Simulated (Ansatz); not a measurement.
# C2H5ClGe: the cost of one run

Computed with the Python package of Ansatz 0.2.0. Level of theory: PBE+D4/def2-SVP.

**1. The structure**

Bond lengths: C1–C2 1.479 Å, C2–Ge3 1.939 Å, Ge3–Cl4 2.115 Å, C1–H5 1.156 Å, C1–H6 1.168 Å, C1–H7 1.109 Å, C2–H8 1.123 Å, C2–H9 1.099 Å. Angles: C1–C2–Ge3 109.1°, C1–C2–H8 107.5°, C1–C2–H9 111.9°, Ge3–C2–H8 108.8°, Ge3–C2–H9 110.4°, H8–C2–H9 109.1°, C2–C1–H5 111.1°, C2–C1–H6 110.3°, C2–C1–H7 114.8°, H5–C1–H6 103.8°, H5–C1–H7 109.2°, H6–C1–H7 107.0°, C2–Ge3–Cl4 112.4°.

The script holds or builds the structure itself.

**2. The code**

The input, c2h5clge_tae.py:

```python
"""Energy to split C2H5ClGe into its atoms."""

from collections import Counter

import ansatz as az

SETTINGS = {
    "basis": "def2-SVP",
    "functional": "PBE",
    "dispersion": "d4",
}


def energy(molecule, charge=0, unpaired=0):
    calc = (
        molecule.calculation()
        .basis(gaussian=SETTINGS["basis"])
        .functional(SETTINGS["functional"], dispersion=SETTINGS["dispersion"])
    )
    if charge:
        calc = calc.charge(charge)
    if unpaired:
        calc = calc.spin("collinear", total=unpaired)
    report = calc.run(threads=1).report
    if report["published_state_doubts"]:
        print("  doubts:", report["published_state_doubts"])
    return report["free_energy_ev"]

geometry_ang = [
    ("C", (-0.0278, 0.9374, 0.0625)),
    ("C", (-0.0876, -0.4178, 0.6524)),
    ("Ge", (0.9575, -1.631, -0.4408)),
    ("Cl", (0.1984, -1.8022, -2.4071)),
    ("H", (-0.5095, 0.9554, -0.9885)),
    ("H", (-0.6836, 1.6792, 0.682)),
    ("H", (0.9892, 1.3748, 0.0046)),
    ("H", (0.3734, -0.3627, 1.6744)),
    ("H", (-1.1216, -0.7794, 0.7435)),
]
molecule = az.Crystal.molecule()
for symbol, xyz in geometry_ang:
    molecule = molecule.atom(symbol, xyz)

# unpaired electrons of the ground-state atoms
unpaired = {"C": 2, "Ge": 2, "Cl": 1, "H": 1}
counts = Counter(site.symbol for site in molecule.cartesian_sites)
atom_energy = {s: energy(az.Crystal.molecule().atom(s, (0, 0, 0)), 0, unpaired[s]) for s in counts}
whole = energy(molecule, 0, 0)
for s, e in atom_energy.items():
    print(f"{s:2s} x{counts[s]}  {e:14.5f} eV")
print(f"C2H5ClGe: {whole:.5f} eV")
split = sum(counts[s] * e for s, e in atom_energy.items()) - whole
print(f"atomisation energy (no zero-point term): {23.060548 * split:.1f} kcal/mol, {split / sum(counts.values()):.3f} eV an atom")
```

**3. What the engine is handed**

The package turns the script's settings into the engine's input (first run):

```yaml
crystal:
  periodic: [false, false, false]
  atoms:
    - { symbol: C, position_ang: [0.0, 0.0, 0.0] }
basis:
  gaussian:
    orbitals: def2-SVP
hamiltonian:
  xc: pbe
  dispersion: d4
magnetization:
  spin_polarized: true
  initial_magnetization: 2.0
```

**4. Launch**

The run is started by

```bash
> python c2h5clge_tae.py
```

**Question.** How long does this script take on 1 thread of Arm Neoverse V1, shared host, and how much memory does it need?

About 5.1 s, with a peak of 0.2 GiB.
